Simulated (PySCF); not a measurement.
# C3H13PSi3: the cost of one run

Programs: PySCF 2.14.0, with routines of our own; each step states its level. All values are computed. Atoms count from 0.

## 1. The starting structure

20 atoms, charge 0, multiplicity 1; geometry from: GFN2-xTB.

## 2. Circular dichroism and optical rotation: TDDFT PBE0/def2-SVPD

The job: settings as JSON, then the geometry in Å.

```
{"job": {"kind": "ecd", "xc": "PBE0", "basis": "def2-SVPD", "nstates": 16}, "charge": 0, "multiplicity": 1}
C     -0.608801     1.114066     2.279174
Si    -1.578774     0.210588     0.917229
C     -1.395533     0.990495    -0.834754
C     -1.068288    -0.257622    -1.680792
Si    -0.473612    -1.477151    -0.300182
Si     1.850635    -1.569375    -0.178829
P      2.563045     0.557636    -0.048057
H     -1.030940     2.092239     2.490611
H     -0.614211     0.546469     3.204459
H      0.427342     1.256916     1.982047
H     -2.989351     0.098542     1.336568
H     -2.251410     1.540326    -1.221824
H     -0.548440     1.678839    -0.850516
H     -0.357182    -0.040941    -2.477885
H     -1.971988    -0.626150    -2.166328
H     -1.001412    -2.837715    -0.532225
H      2.589383    -2.262384    -1.248805
H      2.346231    -2.169757     1.068204
H      2.236208     0.874864    -1.351342
H      3.871950     0.290794    -0.389790
```

With the program's defaults for keys left out, this is: TDDFT PBE0/def2-SVPD circular dichroism and optical rotation, one conformer, gas phase.

Command:

```
$ OMP_NUM_THREADS=1 python excited_run.py task.json out
```

The driver reads the jobs from task.json and runs them one after another.

**Question.** How long does this job take on 1 thread of Arm Neoverse V1, shared host, and how much memory does it need?

About 2.8 min, with a peak of 1.2 GiB.
